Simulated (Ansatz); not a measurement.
# AlRh: the cost of one run

Method: DFT PBEsol, all-electron LAPW, scalar-relativistic unless said, in Ansatz 0.2.0.

1 further run of the same task is left out (it didn't finish).

## (1) The structure to begin with

It takes space group Pm-3m (No. 221, cubic). The conventional cell has a = 2.972 Å, b = 2.972 Å, c = 2.972 Å, α = 90.00°, β = 90.00°, γ = 90.00°. Al (site symmetry m-3m) is surrounded by 8 Rh at 2.57 Å. Rh (site symmetry m-3m) has 8 Al at 2.57 Å as nearest neighbours.

As a file:

```
CELL_PARAMETERS angstrom
2.97235 0.00000 0.00000
0.00000 2.97235 0.00000
0.00000 0.00000 2.97235
ATOMIC_POSITIONS crystal
Al 0.00000 0.00000 0.00000
Rh 0.50000 0.50000 0.50000
```

Cartesian axes are those of the input's lattice vectors. The structure goes back to a database entry.

## (2) Reference run, LAPW

Input file input.yaml:

```yaml
crystal:
  lattice:
    - [2.97234652694, 0.0, 0.0]
    - [0.0, 2.97234652694, 0.0]
    - [0.0, 0.0, 2.97234652694]
  atoms:
    - { symbol: Al, position: [0.0, 0.0, 0.0] }
    - { symbol: Rh, position: [0.5, 0.5, 0.5] }
kpoints:
  mp_grid: { grid: [14, 14, 14] }
scf:
  occupations: { method: fermi_dirac, width: 0.1 }
hamiltonian:
  xc: pbesol
  pseudopotentials: { kind: all_electron, lapw: { basis_error: 0.0005 } }
elastic:
  mode: relaxed_ion
  stencil: two_point
  amplitude: 0.005
```

On the command line:

```console
ansatz run input.yaml --threads 1 --pin off --max-ram 2048MiB --backend cpu --events-out ev --progress --plain --runs-dir out
```

What time and memory should one allow on 1 thread of Intel Xeon Platinum 8488C (Sapphire Rapids), shared host?

About 3.8 min, with a peak of 1.3 GiB.
